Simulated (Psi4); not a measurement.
# CH3BClFO (SMILES OC(F)BCl): a chain of runs

Wanted: a structure relaxation (PBE0-D4/def2-SVP), then the harmonic vibrations of CH3BClFO. 

The results are computed with Psi4 1.11.

## 1. The structure to begin with

The species is CH3BClFO (8 atoms), meant as a singlet with charge 0. As SMILES, `OC(F)BCl`. Geometry: relaxed at PBE0-D4/def2-TZVP. This is one conformer, not always the lowest. The run starts from this shape.

Bond lengths: O1–C2 1.377 Å, C2–F3 1.399 Å, C2–B4 1.589 Å, B4–Cl5 1.732 Å, O1–H6 0.962 Å, C2–H7 1.097 Å, B4–H8 1.189 Å. Angles: O1–C2–F3 110.4°, O1–C2–B4 107.3°, F3–C2–B4 107.0°, C2–B4–Cl5 119.9°, O1–C2–H7 112.0°, F3–C2–H7 105.2°, B4–C2–H7 114.8°, C2–O1–H6 109.9°, C2–B4–H8 120.8°, Cl5–B4–H8 119.3°.

## 2. A structure relaxation at PBE0-D4/def2-SVP (density fitting) (run 1)

Contents of ch3bclfo.in:

```
memory 1600 mb

molecule geom {
  O
  C 1 r2
  F 2 r3 1 a3
  B 2 r4 1 a4 3 d4
  Cl 4 r5 2 a5 1 d5
  H 1 r6 2 a6 3 d6
  H 2 r7 1 a7 6 d7
  H 4 r8 2 a8 7 d8

  r2 = 1.376925
  r3 = 1.398631
  a3 = 110.44533
  r4 = 1.589354
  a4 = 107.34124
  d4 = 116.25459
  r5 = 1.732465
  a5 = 119.88556
  d5 = 121.01112
  r6 = 0.96236
  a6 = 109.85626
  d6 = 77.367
  r7 = 1.096718
  a7 = 112.00151
  d7 = -39.54469
  r8 = 1.18855
  a8 = 120.81613
  d8 = 175.61312
}

set basis def2-SVP
set geom_maxiter 60

E, wfn = optimize("pbe0-d4", return_wfn=True)
print_variables()
```

Command:

```
$ psi4 -i ch3bclfo.in -o ch3bclfo.out -n 1
```

ch3bclfo.out:

```text
[...]
  Running in c1 symmetry.
[...]
  Nuclear repulsion =  202.581701070034313
[...]
  Multiplicity = 1
[...]
  Nalpha       = 24
  Nbeta        = 24
[...]
    Number of basis functions: 89
[...]
   @DF-RKS iter   1:  -699.18510145489756   -2.72000e-01   6.03744e-03 DIIS/ADIIS
[...]
   @DF-RKS iter   7:  -699.31736652999018   -4.20641e-12   9.35826e-09 DIIS
[...]
  @DF-RKS Final Energy:  -699.31736652999018
   => Energetics <=
    Nuclear Repulsion Energy =            202.5688225611900748
    One-Electron Energy =               -1367.0436447888387193
    Two-Electron Energy =                 508.6895338020395911
    DFT Exchange-Correlation Energy =     -43.5277092166833199
    Empirical Dispersion Energy =          -0.0043688876977276
    VV10 Nonlocal Energy =                  0.0000000000000000
    Total Energy =                       -699.3173665299901813
[...]
 Multipole Moments:
 ------------------------------------------------------------------------------------
     Multipole            Electronic (a.u.)      Nuclear  (a.u.)        Total (a.u.)
 ------------------------------------------------------------------------------------
 L = 1.  Multiply by 2.5417464519 to convert [e a0] to [Debye]
 Dipole X            :          1.3355461           -1.9702197           -0.6346737
 Dipole Y            :          1.2609879           -0.9648269            0.2961610
 Dipole Z            :          3.0527293           -3.2599690           -0.2072397
 Magnitude           :                                                    0.7303905
[...]
  -Total Gradient:
     Atom            X                  Y                   Z
    ------   -----------------  -----------------  -----------------
       1       -0.000081281138    -0.000031147591     0.000133611690
       2       -0.000016126484     0.000136164284    -0.000303435555
       3        0.000001380671    -0.000020579348     0.000080205547
       4        0.000048975806    -0.000190583716     0.000150161747
       5        0.000016352970     0.000046241897     0.000033993769
       6       -0.000005559990    -0.000037504940    -0.000026457884
       7       -0.000027410515     0.000060594477     0.000001779244
       8       -0.000066606190     0.000022292672     0.000014124670
[...]
    Final optimized geometry and variables:
    Molecular point group: c1
    Full point group: C1
    Geometry (in Angstrom), charge = 0, multiplicity = 1:
    O
    C             1          r2
    F             2          r3      1          a3
    B             2          r4      1          a4      3          d4
    CL            4          r5      2          a5      1          d5
    H             1          r6      2          a6      3          d6
    H             2          r7      1          a7      6          d7
    H             4          r8      2          a8      7          d8
    a3        =  111.0641752404
    a4        =  106.6973852535
[...]
```

On the terminal:

```text
Optimizer: Optimization complete!
```

Run time: 53 s. Hardware: 1 thread of Intel Xeon Platinum 8259CL at 2.50GHz (Skylake/Cascade Lake), shared host; peak memory 0.68 GiB.

Steps, from the record of the run:

```csv
step,energy from the first frame kept (eV),largest force (eV/Å)
0,0.0000,0.5792
1,-0.0074,0.1223
2,-0.0074,0.0779
3,-0.0052,0.1870
4,-0.0077,0.0218
5,-0.0078,0.0171
```

After the run. Bond lengths: O1–C2 1.372 Å, C2–F3 1.390 Å, C2–B4 1.591 Å, B4–Cl5 1.739 Å, O1–H6 0.965 Å, C2–H7 1.107 Å, B4–H8 1.201 Å. Angles: O1–C2–F3 111.1°, O1–C2–B4 106.7°, F3–C2–B4 106.6°, C2–B4–Cl5 120.4°, O1–C2–H7 112.2°, F3–C2–H7 105.7°, B4–C2–H7 114.4°, C2–O1–H6 109.8°, C2–B4–H8 120.3°, Cl5–B4–H8 119.3°.

## 3. The harmonic vibrations at PBE0-D4/def2-SVP (density fitting) (run 2)

Contents of ch3bclfo.in:

```
memory 1600 mb

molecule {
  0 1
  O     -0.014002     0.343579     1.379371
  C      0.488564     0.056526     0.135511
  F      1.342156    -1.040092     0.182266
  B     -0.748072    -0.369049    -0.770014
  Cl    -1.154163     0.546322    -2.191856
  H      0.665418     0.770268     1.915067
  H      1.091723     0.889404    -0.275056
  H     -1.411189    -1.327927    -0.479644
  units angstrom
}

set globals {
  basis def2-SVP
  t 900.0
  rotational_symmetry_number 1
}

E, wfn = frequency("pbe0-d4", return_wfn=True)
```

Command:

```
$ psi4 ch3bclfo.in ch3bclfo.out -n 1
```

ch3bclfo.out, shortened:

```text
[...]
  Running in c1 symmetry.
[...]
  Nuclear repulsion =  202.568790126912830
[...]
  Multiplicity = 1
[...]
  Nalpha       = 24
  Nbeta        = 24
[...]
    Number of basis functions: 89
[...]
   @DF-RKS iter   1:  -699.18599195856757   -2.67406e-01   6.03279e-03 ADIIS/DIIS
[...]
   @DF-RKS iter  12:  -699.31736567754888   -1.36424e-12   1.98051e-09 DIIS
[...]
  @DF-RKS Final Energy:  -699.31736567754888
   => Energetics <=
    Nuclear Repulsion Energy =            202.5727008153087354
    One-Electron Energy =               -1367.0515670124209464
    Two-Electron Energy =                 508.6938916899936203
    DFT Exchange-Correlation Energy =     -43.5280224728054392
    Empirical Dispersion Energy =          -0.0043686976248584
    VV10 Nonlocal Energy =                  0.0000000000000000
    Total Energy =                       -699.3173656775488780
[...]
  -Total Gradient:
     Atom            X                  Y                   Z
    ------   -----------------  -----------------  -----------------
       1        0.000223404558     0.000064666165    -0.000198284383
       2       -0.000009011302     0.000397815392    -0.000083353158
       3        0.000038871227    -0.000017573170    -0.000046580200
       4       -0.000008191541    -0.000373725390     0.000115232489
       5       -0.000033249496    -0.000040516955    -0.000032160933
       6        0.000020400624    -0.000015102112     0.000047426154
       7       -0.000207001538    -0.000184209779     0.000314287012
       8        0.000113681244     0.000219720055    -0.000164458944
[...]
  ==> Harmonic Vibrational Analysis <==
[...]
  Freq [cm^-1]                 23.7347             234.7513            260.0901
[...]
  IR activ [km/mol]             1.0274              5.8219              1.2573
[...]
  Freq [cm^-1]                 349.7196            400.3521            577.6162
[...]
  IR activ [km/mol]            13.7446             108.7333            21.9235
[...]
  Freq [cm^-1]                 813.4347            851.8143            978.7766
[...]
  IR activ [km/mol]            35.3486             77.3831             19.3905
[...]
  Freq [cm^-1]                1022.9654           1110.7733           1188.6720
[...]
  IR activ [km/mol]            197.6427            158.6494            25.5254
[...]
  Freq [cm^-1]                1225.3363           1373.1219           1467.9802
[...]
  Freq [cm^-1]                2693.2398           3037.6171           3855.2355
[...]
```

Standard output:

```text
Warning: used thermodynamics relations inappropriate for low-frequency modes: ['23.7347' '234.7513' '260.0901' '349.7196' '400.3521' '577.6162']
```

Run time: 6.9 min. Hardware: 1 thread of Intel Xeon Platinum 8259CL at 2.50GHz (Skylake/Cascade Lake), shared host; peak memory 0.65 GiB.

## 4. Outcome

| quantity | value |
| --- | --- |
| run 1, PBE0-D4/def2-SVP: total energy at the end | -699.31737 Eh |
| run 1, PBE0-D4/def2-SVP: dipole moment | 1.86 D |
| run 1, PBE0-D4/def2-SVP: HOMO energy | -8.43 eV |
| run 1, PBE0-D4/def2-SVP: LUMO energy | -1.62 eV |
| run 1, PBE0-D4/def2-SVP: HOMO–LUMO gap | 6.80 eV |
| run 1, PBE0-D4/def2-SVP: dispersion energy | -11.47 kJ/mol |
| run 2, PBE0-D4/def2-SVP: lowest harmonic wavenumber | 24 cm⁻¹ |
| run 2, PBE0-D4/def2-SVP: highest harmonic wavenumber | 3855 cm⁻¹ |
| run 2, PBE0-D4/def2-SVP: zero-point energy | 128.4 kJ/mol |
| run 2, PBE0-D4/def2-SVP: ideal-gas entropy at 900 K (symmetry number 1 as used) | 110.0 cal/(mol K) |

In words: The optimisation (run 1, PBE0-D4/def2-SVP) took 6 steps and changed the energy by -0.008 eV. All 18 modes (run 2, PBE0-D4/def2-SVP) are real, though the softest (24 cm⁻¹) is within numerical noise.
